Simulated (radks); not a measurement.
# Exchange and kinetic functionals tested on atomic densities: Zn, Cd⁺, N, Ge³⁺, C³⁺, Be²⁺

One table from this session's results is given with a row withheld; the runs are named, their logs left out.

The numbers are computed with radks (a radial shooting solver on a logarithmic mesh, Libxc functionals) version 1 (non-relativistic Kohn-Sham, LDA (Slater exchange, Perdew-Wang correlation), spin-polarised, spherical densities, point nucleus; open shells are filled with parallel spins first), except any that are marked as measured or tabulated.

### The atom as given

| Property | Result |
| --- | --- |
| species | Zn ([Ar] 3d10 4s2), Cd⁺ ([Kr] 4d10 5s1), N ([He] 2s2 2p3), Ge³⁺ ([Ar] 3d10 4s1), C³⁺ ([He] 2s1), Be²⁺ ([He]) |

The first run:

Input:

```text
Z 30
configuration [Ar] 3d10 4s2
relativity non-relativistic
functional lda,pw
spin polarised
nucleus point
```

Steps of the session up to this table: Zn, [Ar] 3d10 4s2.

One table of the session follows, with a row left open; its other results are not shown here.

It belongs to the step «Zn, [Ar] 3d10 4s2». From the orbitals of this run (lengths in bohr):

```
level      <r>  outermost maximum (interpolated)  90 % within  nodes
   1s  0.05118                            0.0338       0.0911      0
   2s        ?                                 ?            ?      ?
   2p   0.1999                             0.153        0.326      0
   3s   0.6930                             0.597         1.04      2
   3p   0.7189                             0.596         1.11      1
   3d   0.9055                             0.562         1.60      0
   4s    2.677                              2.12         4.14      3
```

Q: Estimate the row for 2s from the others.

**Answer.** <r>: 0.2302; outermost maximum (interpolated): 0.193; 90 % within: 0.356; nodes: 1. In the column «<r>» it lies between 2p (0.1999) and 3s (0.6930).
